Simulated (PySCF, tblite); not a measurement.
# C₅H₁₂N₂Si: geometry, infrared bands and NMR shifts

Aim: predict the infrared bands and NMR shifts of C₅H₁₂N₂Si (`C[SiH](C)N1CCC=N1`).

The runs use tblite 0.8.0 and PySCF 2.14.0, with density-fitted response routines of our own; the level of theory stands in each step. All values are computed, except where a source is named. Atoms count from 0, in the outputs and in this text.

### Step 1. The molecule as given

20 atoms, charge 0, multiplicity 1; geometry from: force field or distance geometry start.

Bonds of the start (Å): C0–Si1 1.88, Si1–C2 1.87, Si1–N3 1.80, N3–C4 1.45, C4–C5 1.50, C5–C6 1.48, C6–N7 1.28, N7–N3 1.41, C0–H8 1.11, C0–H9 1.09, C0–H10 1.11, Si1–H11 1.45, C2–H12 1.13, C2–H13 1.09, C2–H14 1.12, C4–H15 1.10, C4–H16 1.10, C5–H17 1.12, C5–H18 1.10, C6–H19 1.10.

### Step 2. Optimising the geometry with GFN2-xTB

The job: settings as JSON, then the geometry in Å.

```
{"job": {"kind": "relax", "xc": "GFN2-xTB", "basis": "xTB"}, "charge": 0, "multiplicity": 1}
C     -2.196900    -1.297700    -0.227600
Si    -1.195900     0.084500    -1.005600
C     -2.014700     1.677700    -0.471100
N      0.471100     0.085800    -0.316300
C      1.472000    -0.960500    -0.434400
C      2.672700    -0.392200     0.268500
C      2.217600     0.914600     0.805500
N      1.000800     1.126600     0.465500
H     -3.267200    -1.206800    -0.521400
H     -1.771600    -2.264800    -0.506400
H     -2.123100    -1.163100     0.871900
H     -1.191100    -0.009300    -2.448800
H     -1.696400     1.823700     0.604700
H     -3.100300     1.679400    -0.584200
H     -1.565400     2.529600    -1.042700
H      1.789500    -1.143700    -1.474200
H      1.163700    -1.931200    -0.011300
H      3.493700    -0.146100    -0.459300
H      3.010300    -0.987600     1.126500
H      2.826200     1.591800     1.415600
```

Launch:

```sh
OMP_NUM_THREADS=1 python probes_run.py task.json out
```

The driver reads the jobs from task.json and runs them one after another.

**Question.** This job is followed by: GFN2-xTB harmonic vibrations, gas phase; GIAO PBE0/pcSseg-1 NMR shielding, non-relativistic, gas phase. What will the session give for the following? strongest single infrared mode (GFN2-xTB); zero-point energy (GFN2-xTB); ¹³C shifts against TMS (PBE0/pcSseg-1, means over atoms taken as alike); ¹H shifts against TMS (PBE0/pcSseg-1, means over atoms taken as alike); ²⁹Si shifts against TMS (PBE0/pcSseg-1); ¹⁵N shifts against NH3 (PBE0/pcSseg-1).

The runs gave:

| quantity | value |
| --- | --- |
| strongest single infrared mode (GFN2-xTB) | 2120 cm⁻¹, 368 km/mol |
| zero-point energy (GFN2-xTB) | 102.4 kcal/mol |
| ¹³C shifts against TMS (PBE0/pcSseg-1, means over atoms taken as alike) | 135.7, 46.8, 36.1, -2.2 ppm |
| ¹H shifts against TMS (PBE0/pcSseg-1, means over atoms taken as alike) | 6.21, 5.10, 3.47, 2.87, 0.30 ppm |
| ²⁹Si shifts against TMS (PBE0/pcSseg-1) | -13.3 ppm |
| ¹⁵N shifts against NH3 (PBE0/pcSseg-1) | 388.5, 144.7 ppm |

Over 128 steps the energy fell by 0.593 eV; of the close pairs, Si1–N3 changed most, 1.804 to 1.736 Å. All 54 modes are real, so the xTB geometry is a minimum. The strongest single mode, at 2120 cm⁻¹, moves mainly H11. Unscaled tight-binding wavenumbers are off by several per cent, some by more. Its intensities can rank the bands wrongly. At PBE0/pcSseg-1: The widest tensor belongs to N7: span 610 ppm, with a paramagnetic part of -444 ppm.
